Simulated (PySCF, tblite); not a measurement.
# C₂H₃O₄S−: changes of charge, part 1 of 2

Aim: compute the changes of charge of C₂H₃O₄S− (`O=C(O)C[S@@](=O)[O-]`).

Programs: tblite 0.8.0 and PySCF 2.14.0, with routines of our own; each step states its level. All values are computed. Atoms count from 0.

## 1. The starting structure

10 atoms, charge -1, multiplicity 1; geometry from: start built from the parent or by distance geometry.

## 2. Relaxing the molecule with GFN2-xTB

Job settings and geometry (Å):

```
{"job": {"kind": "relax", "xc": "GFN2-xTB", "basis": "xTB"}, "charge": -1, "multiplicity": 1}
O      1.470200     0.281300    -1.108400
C      1.036600    -0.049000    -0.026400
O      1.963400    -0.195100     1.007100
C     -0.333400    -0.470500     0.380100
S     -1.631800     0.565200    -0.346400
O     -2.883000    -0.206900     0.007100
O     -1.438100     1.863600     0.397400
H      2.769100     0.174000     0.593700
H     -0.442400    -0.432900     1.485300
H     -0.493000    -1.520500     0.080300
```

Run with:

```sh
> OMP_NUM_THREADS=1 python redox_run.py task.json out
```

One launch serves the whole session: the jobs run in the order shown.

What it wrote:

```text
step      E/eV     max force
  0    -695.12277    2.880
  1    -695.33956    1.331
  2    -695.42833    0.545
  3    -695.45399    0.629
  4    -695.47765    0.535
  5    -695.49729    0.496
  6    -695.51873    0.369
  7    -695.52993    0.354
  8    -695.54328    0.340
  9    -695.55763    0.379
 10    -695.57691    0.367
 11    -695.59615    0.389
 12    -695.61137    0.340
 13    -695.62379    0.295
 14    -695.63400    0.302
 15    -695.64261    0.260
 16    -695.65002    0.300
 17    -695.65705    0.282
 18    -695.66405    0.287
 19    -695.67148    0.307
 20    -695.68036    0.292
 21    -695.69128    0.337
 22    -695.70187    0.309
 23    -695.71034    0.393
 24    -695.72166    0.258
 25    -695.73147    0.366
 26    -695.73778    0.397
 27    -695.74466    0.239
 28    -695.74888    0.181
 29    -695.75153    0.193
 30    -695.75336    0.141
 31    -695.75509    0.102
 32    -695.75732    0.113
 33    -695.75829    0.133
 34    -695.75972    0.108
 35    -695.76051    0.065
 36    -695.76097    0.058
 37    -695.76122    0.050
 38    -695.76141    0.033
 39    -695.76159    0.040
 40    -695.76180    0.046
 41    -695.76200    0.037
 42    -695.76216    0.033
 43    -695.76227    0.036
 44    -695.76238    0.034
 45    -695.76254    0.041
 46    -695.76278    0.046
 47    -695.76310    0.046
 48    -695.76348    0.047
 49    -695.76382    0.044
 50    -695.76405    0.037
 51    -695.76418    0.028
 52    -695.76426    0.024
 53    -695.76433    0.019
 54    -695.76438    0.018
 55    -695.76441    0.014
 56    -695.76442    0.016
 57    -695.76445    0.018
 58    -695.76450    0.018
 59    -695.76456    0.024
 60    -695.76462    0.020
 61    -695.76466    0.019
 62    -695.76470    0.021
 63    -695.76479    0.034
 64    -695.76495    0.046
 65    -695.76518    0.045
 66    -695.76536    0.030
 67    -695.76546    0.023
 68    -695.76552    0.022
 69    -695.76563    0.034
 70    -695.76586    0.052
 71    -695.76622    0.061
 72    -695.76647    0.074
 73    -695.76654    0.061
 74    -695.76668    0.013
 75    -695.76669    0.013
 76    -695.76670    0.010
 77    -695.76671    0.008
```

It took 1.2 s on 1 thread of Intel Xeon at 2.70GHz, shared host.

The steps of the relaxation: (not every step is listed)

```csv
step,energy from step 0 (eV),largest force (eV/Å)
0,0.0000,2.8798
1,-0.2168,1.3310
2,-0.3056,0.5452
3,-0.3312,0.6289
4,-0.3549,0.5354
5,-0.3745,0.4963
6,-0.3960,0.3688
7,-0.4072,0.3542
8,-0.4205,0.3401
14,-0.5112,0.3024
20,-0.5576,0.2917
26,-0.6150,0.3967
32,-0.6346,0.1129
38,-0.6386,0.0334
44,-0.6396,0.0342
50,-0.6413,0.0374
56,-0.6417,0.0162
62,-0.6419,0.0205
68,-0.6428,0.0223
72,-0.6437,0.0743
73,-0.6438,0.0614
74,-0.6439,0.0130
75,-0.6439,0.0133
76,-0.6439,0.0102
77,-0.6439,0.0082
```

Distances of close pairs at the start and the end, largest changes first:

```csv
bond,before (Å),after (Å),change (Å)
C3–S4,1.813,2.081,+0.268
C1–C3,1.490,1.426,-0.063
S4–O6,1.509,1.472,-0.037
S4–O5,1.512,1.478,-0.034
C3–H8,1.111,1.081,-0.030
C1–O2,1.396,1.374,-0.022
C3–H9,1.104,1.082,-0.022
O0–C1,1.212,1.226,+0.014
```

The end geometry stands in the next job.

## 3. Infrared spectrum with GFN2-xTB

Job settings and geometry (Å):

```
{"job": {"kind": "ir", "xc": "GFN2-xTB", "basis": "xTB"}, "charge": -1, "multiplicity": 1}
O      1.633277    -0.377764    -1.098284
C      1.074818    -0.295472    -0.010510
O      1.727615     0.329699     1.024341
C     -0.240913    -0.732436     0.325315
S     -1.595801     0.726100    -0.279517
O     -2.841420     0.090176     0.197668
O     -1.215193     1.898110     0.525026
H      2.524983     0.740411     0.662968
H     -0.442836    -0.805275     1.384625
H     -0.606766    -1.564241    -0.261634
```

What it wrote:

```text
mode    cm-1     km/mol
  1      37.6      4.22
  2      87.8      4.11
  3      98.3      2.45
  4     236.7      1.52
  5     294.4     10.31
  6     396.3     13.33
  7     459.4    334.74
  8     495.3     50.85
  9     529.0     26.68
 10     567.9     16.87
 11     697.1    105.47
 12     784.9     17.72
 13     917.2    144.85
 14     967.6    202.65
 15    1015.9    117.17
 16    1063.2    285.02
 17    1125.3    378.53
 18    1145.4    293.35
 19    1251.4    261.56
 20    1418.8     40.09
 21    1700.0    737.19
 22    3063.8     14.46
 23    3089.4     27.88
 24    3495.8      9.93
ZPE 149.165  H(298)-E 171.911  G(298)-E 63.792 kJ/mol  S 362.63 J/(mol K)
```

It took 0.34 s on 1 thread of Intel Xeon at 2.70GHz, shared host.

Which atoms move in the most intense modes:

```csv
cm⁻¹,km/mol,atoms
459,334.7,"S4 40 %, H7 21 %, C3 13 %, C1 11 %"
917,144.8,"O2 37 %, H9 28 %, C3 13 %, C1 11 %"
968,202.7,"H8 40 %, H9 28 %, C3 23 %"
1063,285.0,"O5 40 %, S4 23 %, O6 22 %"
1125,378.5,"S4 40 %, O6 33 %, O5 22 %"
1145,293.4,"H7 49 %, O2 16 %, H9 12 %"
1251,261.6,"C1 51 %, H7 15 %, H9 13 %"
1700,737.2,"C1 65 %, O0 29 %"
```

## 4. Single point (C2H3O4S−): PBE0-D3(BJ)/ma-def2-SVP

Geometry: GFN2-xTB.

The job, as its differences from that of step 3:

```diff
@@ -1,2 +1,2 @@
-{"job": {"kind": "ir", "xc": "GFN2-xTB", "basis": "xTB"}, "charge": -1, "multiplicity": 1}
+{"job": {"kind": "sp", "xc": "PBE0", "basis": "ma-def2-SVP", "d3": "d3bj", "grid": 2}, "charge": -1, "multiplicity": 1}
 O      1.633277    -0.377764    -1.098284
```

What it wrote:

```text
coarse grid: 10000 points
cycle   1  E = -775.7509098095  dE =  1.428e+00  |g| = 1.338e+00  |ddm| = 4.114e+00
cycle   2  E = -774.6587927886  dE =  1.092e+00  |g| = 2.676e+00  |ddm| = 5.673e+00
cycle   3  E = -776.0848152756  dE = -1.426e+00  |g| = 3.131e-01  |ddm| = 4.547e+00
cycle   4  E = -776.1045281040  dE = -1.971e-02  |g| = 1.268e-01  |ddm| = 5.954e-01
cycle   5  E = -776.1079995735  dE = -3.471e-03  |g| = 2.338e-02  |ddm| = 2.003e-01
cycle   6  E = -776.1081169518  dE = -1.174e-04  |g| = 9.364e-03  |ddm| = 6.367e-02
cycle   7  E = -776.1081324416  dE = -1.549e-05  |g| = 3.996e-03  |ddm| = 1.504e-02
cycle   8  E = -776.1081355915  dE = -3.150e-06  |g| = 1.145e-03  |ddm| = 6.572e-03
final grid: 95112 points
cycle   9  E = -776.2179015640  dE = -5.052e-06  |g| = 1.341e-02  |ddm| = 4.961e-02
cycle  10  E = -776.2178084809  dE =  9.308e-05  |g| = 2.488e-02  |ddm| = 4.178e-02
cycle  11  E = -776.2179376813  dE = -1.292e-04  |g| = 2.401e-03  |ddm| = 2.941e-02
cycle  12  E = -776.2179388080  dE = -1.127e-06  |g| = 4.170e-04  |ddm| = 2.995e-03
cycle  13  E = -776.2179388360  dE = -2.796e-08  |g| = 2.110e-04  |ddm| = 1.072e-03
cycle  14  E = -776.2179388439  dE = -7.926e-09  |g| = 8.001e-05  |ddm| = 2.977e-04
converged SCF energy = -776.2179388439
```

It took 9.1 s on 1 thread of Intel Xeon at 2.70GHz, shared host; peak memory 0.57 GiB.

## 5. Single point (C2H3O4S radical): PBE0-D3(BJ)/ma-def2-SVP

Geometry: GFN2-xTB, that of another charge or spin state.

The job, as its differences from that of step 4:

```diff
@@ -1,2 +1,2 @@
-{"job": {"kind": "sp", "xc": "PBE0", "basis": "ma-def2-SVP", "d3": "d3bj", "grid": 2}, "charge": -1, "multiplicity": 1}
+{"job": {"kind": "sp", "xc": "PBE0", "basis": "ma-def2-SVP", "d3": "d3bj", "grid": 2}, "charge": 0, "multiplicity": 2}
 O      1.633277    -0.377764    -1.098284
```

What it wrote:

```text
final grid: 95112 points
cycle   1  E = -776.0627458294  dE = -1.209e-02  |g| = 2.278e-01  |ddm| = 8.728e-01
cycle   2  E = -776.0513724612  dE =  1.137e-02  |g| = 2.918e-01  |ddm| = 5.995e-01
cycle   3  E = -776.0849059305  dE = -3.353e-02  |g| = 8.116e-02  |ddm| = 3.451e-01
cycle   4  E = -776.0875767780  dE = -2.671e-03  |g| = 1.373e-02  |ddm| = 9.471e-02
cycle   5  E = -776.0876453253  dE = -6.855e-05  |g| = 7.654e-03  |ddm| = 1.827e-02
cycle   6  E = -776.0876701006  dE = -2.478e-05  |g| = 4.615e-03  |ddm| = 1.261e-02
cycle   7  E = -776.0876787672  dE = -8.667e-06  |g| = 2.359e-03  |ddm| = 6.317e-03
cycle   8  E = -776.0876814382  dE = -2.671e-06  |g| = 1.051e-03  |ddm| = 3.459e-03
cycle   9  E = -776.0876820132  dE = -5.751e-07  |g| = 4.658e-04  |ddm| = 1.691e-03
cycle  10  E = -776.0876821605  dE = -1.473e-07  |g| = 1.495e-04  |ddm| = 7.408e-04
cycle  11  E = -776.0876822037  dE = -4.323e-08  |g| = 7.761e-05  |ddm| = 4.613e-04
cycle  12  E = -776.0876822182  dE = -1.446e-08  |g| = 5.471e-05  |ddm| = 3.084e-04
cycle  13  E = -776.0876822202  dE = -1.967e-09  |g| = 7.010e-05  |ddm| = 1.621e-04
converged SCF energy = -776.0876822202
```

It took 19 s on 1 thread of Intel Xeon at 2.70GHz, shared host; peak memory 0.58 GiB.

## 6. Optimising the geometry with GFN2-xTB

This step treats C₂H₃O₄S radical, labelled `[O][S@@](=O)CC(=O)O` (the label fixes atoms and charge, not where charge and spin sit).

Job settings and geometry (Å):

```
{"job": {"kind": "relax", "xc": "GFN2-xTB", "basis": "xTB"}, "charge": 0, "multiplicity": 2}
O      1.649500    -0.383900    -1.103600
C      1.064100    -0.286800    -0.033500
O      1.745100     0.322100     1.027500
C     -0.243400    -0.717800     0.304700
S     -1.599000     0.722300    -0.268200
O     -2.852400     0.088500     0.188900
O     -1.214800     1.903900     0.514000
H      2.536400     0.749400     0.668000
H     -0.433800    -0.812100     1.383400
H     -0.616100    -1.566900    -0.256300
```

What it wrote:

```text
step      E/eV     max force
  0    -687.32559    3.583
  1    -687.50044    1.873
  2    -687.52961    1.290
  3    -687.55354    0.593
  4    -687.57026    0.321
  5    -687.57958    0.296
  6    -687.58303    0.175
  7    -687.58671    0.238
  8    -687.59028    0.235
  9    -687.59330    0.191
 10    -687.59459    0.099
 11    -687.59509    0.063
 12    -687.59548    0.079
 13    -687.59590    0.088
 14    -687.59635    0.086
 15    -687.59687    0.088
 16    -687.59748    0.097
 17    -687.59810    0.102
 18    -687.59866    0.096
 19    -687.59922    0.098
 20    -687.59989    0.104
 21    -687.60070    0.101
 22    -687.60159    0.095
 23    -687.60257    0.111
 24    -687.60367    0.127
 25    -687.60470    0.106
 26    -687.60537    0.077
 27    -687.60572    0.053
 28    -687.60601    0.050
 29    -687.60637    0.069
 30    -687.60681    0.076
 31    -687.60727    0.066
 32    -687.60763    0.062
 33    -687.60785    0.094
 34    -687.60804    0.040
 35    -687.60817    0.034
 36    -687.60828    0.034
 37    -687.60842    0.041
 38    -687.60862    0.049
 39    -687.60883    0.048
 40    -687.60904    0.044
 41    -687.60923    0.045
 42    -687.60946    0.058
 43    -687.60971    0.052
 44    -687.60992    0.038
 45    -687.61006    0.031
 46    -687.61018    0.033
 47    -687.61029    0.039
 48    -687.61039    0.035
 49    -687.61048    0.028
 50    -687.61058    0.030
 51    -687.61067    0.031
 52    -687.61075    0.025
 53    -687.61080    0.023
 54    -687.61084    0.026
 55    -687.61088    0.025
 56    -687.61091    0.021
 57    -687.61092    0.008
```

It took 0.32 s on 1 thread of Intel Xeon at 2.70GHz, shared host.

The steps of the relaxation: (not every step is listed)

```csv
step,energy from step 0 (eV),largest force (eV/Å)
0,0.0000,3.5827
1,-0.1748,1.8733
2,-0.2040,1.2902
3,-0.2279,0.5928
4,-0.2447,0.3207
5,-0.2540,0.2956
6,-0.2574,0.1752
7,-0.2611,0.2379
8,-0.2647,0.2351
12,-0.2699,0.0793
16,-0.2719,0.0974
20,-0.2743,0.1037
24,-0.2781,0.1267
28,-0.2804,0.0505
32,-0.2820,0.0624
36,-0.2827,0.0341
40,-0.2835,0.0442
44,-0.2843,0.0383
48,-0.2848,0.0354
52,-0.2852,0.0255
53,-0.2852,0.0228
54,-0.2853,0.0256
55,-0.2853,0.0252
56,-0.2853,0.0212
57,-0.2853,0.0079
```

Distances of close pairs at the start and the end, largest changes first:

```csv
bond,before (Å),after (Å),change (Å)
C3–S4,2.059,1.949,-0.110
C1–C3,1.418,1.489,+0.071
C1–O2,1.400,1.331,-0.069
S4–O5,1.477,1.448,-0.029
S4–O6,1.468,1.446,-0.022
O0–C1,1.224,1.203,-0.021
C3–H8,1.099,1.086,-0.014
O2–H7,0.968,0.970,+0.002
```

The final coordinates are the input of the step that follows.

(Continued in part 2 of 2.)
